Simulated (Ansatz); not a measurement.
# BFHTe radical (SMILES FB[Te]): functionals against CCSD(T) at one geometry

Aim: energy, forces and dipole at a structure displaced at random from a GFN2-xTB minimum, from CCSD(T) and from density functionals.

Computed with Ansatz 0.2.0, Gaussian basis. Level: single points in def2-TZVPP.

Cores are frozen in the correlated methods. Filled d shells of the heavier atoms are correlated. Core potentials replace the inner electrons past krypton, and spin-orbit coupling is left out. Orbitals are unrestricted. B3LYP uses VWN-RPA correlation.

**1. Starting geometry**

SMILES `FB[Te]`, 4 atoms, charge 0, spin multiplicity 2.

Atoms are counted from 1 here; the program's logs count them from 0.

Bond lengths: F1–B2 1.574 Å, B2–Te3 2.425 Å, B2–H4 1.112 Å. Angles: F1–B2–Te3 113.2°, F1–B2–H4 130.0°, Te3–B2–H4 115.9°.

As a file:

```xyz
4
BFHTe
F    -0.17910    1.00690   -1.22700
B    -0.39080   -0.03300   -0.06520
Te    1.67590   -1.04830    0.69670
H    -1.29120   -0.24010    0.55310
```

**2. CCSD(T)/def2-TZVPP**

run/in.yaml reads:

```yaml
crystal:
  periodic: [false, false, false]
  atoms:
    - {symbol: F, position_ang: [-0.179100, 1.006900, -1.227000]}
    - {symbol: B, position_ang: [-0.390800, -0.033000, -0.065200]}
    - {symbol: Te, position_ang: [1.675900, -1.048300, 0.696700]}
    - {symbol: H, position_ang: [-1.291200, -0.240100, 0.553100]}
basis:
  gaussian: {orbitals: def2-TZVPP}
magnetization: {spin_polarized: true, initial_magnetization: 1}
correlation: {method: ccsd_t}
scf: {omitted_lower_state_checks: [cluster_reference]}
output: {forces: true}
```

The command line of these runs was not kept.

**3. PBE0-D4/def2-TZVPP**

run/in.yaml: that of step 2 with these lines changed.

```diff
@@ -10,4 +10,3 @@
 magnetization: {spin_polarized: true, initial_magnetization: 1}
-correlation: {method: ccsd_t}
-scf: {omitted_lower_state_checks: [cluster_reference]}
-output: {forces: true}
+hamiltonian: {xc: pbe0, dispersion: d4}
+output: {forces: true, orbitals: {seedname: orbitals}}
```

**4. wB97M-V/def2-TZVPP**

run/in.yaml: that of step 3 with these lines changed.

```diff
@@ -10,3 +10,3 @@
 magnetization: {spin_polarized: true, initial_magnetization: 1}
-hamiltonian: {xc: pbe0, dispersion: d4}
-output: {forces: true, orbitals: {seedname: orbitals}}
+hamiltonian: {xc: {name: wB97M-V}}
+output: {forces: true}
```

**5. r2SCAN-D4/def2-TZVPP**

run/in.yaml: that of step 4 with these lines changed.

```diff
@@ -10,3 +10,3 @@
 magnetization: {spin_polarized: true, initial_magnetization: 1}
-hamiltonian: {xc: {name: wB97M-V}}
+hamiltonian: {xc: r2scan, dispersion: d4}
 output: {forces: true}
```

**6. PBE-D4/def2-TZVPP**

run/in.yaml: that of step 5 with these lines changed.

```diff
@@ -10,3 +10,3 @@
 magnetization: {spin_polarized: true, initial_magnetization: 1}
-hamiltonian: {xc: r2scan, dispersion: d4}
+hamiltonian: {xc: pbe, dispersion: d4}
 output: {forces: true}
```

**7. BLYP-D4/def2-TZVPP**

run/in.yaml: that of step 6 with these lines changed.

```diff
@@ -10,3 +10,3 @@
 magnetization: {spin_polarized: true, initial_magnetization: 1}
-hamiltonian: {xc: pbe, dispersion: d4}
+hamiltonian: {xc: {name: BLYP}, dispersion: d4}
 output: {forces: true}
```

**8. B3LYP-D4/def2-TZVPP**

run/in.yaml: that of step 7 with these lines changed.

```diff
@@ -10,3 +10,3 @@
 magnetization: {spin_polarized: true, initial_magnetization: 1}
-hamiltonian: {xc: {name: BLYP}, dispersion: d4}
+hamiltonian: {xc: {name: B3LYP}, dispersion: d4}
 output: {forces: true}
```

(Steps that only read results are left out.)

Q: Predict the outcome of this session. Wanted: energy less free atoms, CCSD(T)/def2-TZVPP; RMS force component; RMS force error; HOMO and LUMO, PBE0-D4; T1 diagnostic.

As calculated:

```
                                  quantity                                                                                            value
energy less free atoms, CCSD(T)/def2-TZVPP                                                                                   -1129.9 kJ/mol
                       RMS force component                                                             2.550 to 2.884 eV/Å over the methods
                           RMS force error  PBE0-D4 0.060, wB97M-V 0.065, r2SCAN-D4 0.043, PBE-D4 0.184, BLYP-D4 0.296, B3LYP-D4 0.111 eV/Å
                    HOMO and LUMO, PBE0-D4                                                                               -6.77 and -4.33 eV
                             T1 diagnostic                                                                                            0.017
```

In words: Against CCSD(T) the functionals' energies less atoms differ by -99.8 to -36.1 kJ/mol, PBE-D4 by -99.8 kJ/mol. The reference is not at the basis limit: in triple zeta CCSD(T) underbinds, which counts against methods that bind more; the gaps are no ranking. On forces the order runs from r2SCAN-D4 to BLYP-D4. Frozen-core CCSD(T) forces in triple zeta carry basis errors of their own, and this is one geometry, so small gaps rank nothing.
